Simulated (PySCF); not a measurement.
# C5H5F5: the cost of one run

Computed with PySCF 2.14.0, with density-fitted response routines of our own, on a single molecule, in the gas phase or a continuum. Atoms are numbered from 0 throughout.

### Step 1. The starting structure

15 atoms, charge 0, multiplicity 1; geometry from: GFN2-xTB. The atoms were then displaced at random by about 0.01 Å, so the start is not that level's minimum.

Bonds of the start (Å): F0–C1 1.35, C1–F2 1.34, C1–F3 1.30, C1–C4 1.55, C4–F5 1.36, C4–F6 1.37, C4–C7 1.51, C7–C8 1.47, C8–C9 1.48, C9–C7 1.48, C7–H10 1.10, C8–H11 1.09, C8–H12 1.07, C9–H13 1.08, C9–H14 1.07.

### Step 2. Relaxing the molecule at PBE0-D3(BJ)/def2-SVP

The job: settings as JSON, then the geometry in Å.

```
{"job": {"xc": "PBE0", "basis": "def2-SVP", "d3": "d3bj", "grid": 1, "shake": 0.01, "kind": "geom"}, "charge": 0, "multiplicity": 1}
F     -2.191240    -1.372390     0.428910
C     -1.944870    -0.278220    -0.326100
F     -1.621320    -0.718850    -1.546870
F     -3.026240     0.431750    -0.451350
C     -0.780380     0.540470     0.287520
F     -0.573770     1.631940    -0.494330
F     -1.206890     1.036040     1.488710
C      0.478970    -0.281830     0.467000
C      1.411700    -0.427620    -0.662220
C      1.799020     0.392930     0.509320
H      0.280210    -1.132480     1.137940
H      1.171400     0.072880    -1.595890
H      1.851220    -1.385110    -0.830060
H      1.801960     1.470850     0.393400
H      2.534890     0.002260     1.186750
```

Command:

```
> OMP_NUM_THREADS=1 python probes_run.py task.json out
```

This one command runs all jobs of the session in turn.

Q: Estimate the wall time and peak memory of this first job on 1 thread of Intel Xeon Platinum 8175M at 2.50GHz, shared host.

About 2.5 min, with a peak of 0.69 GiB.
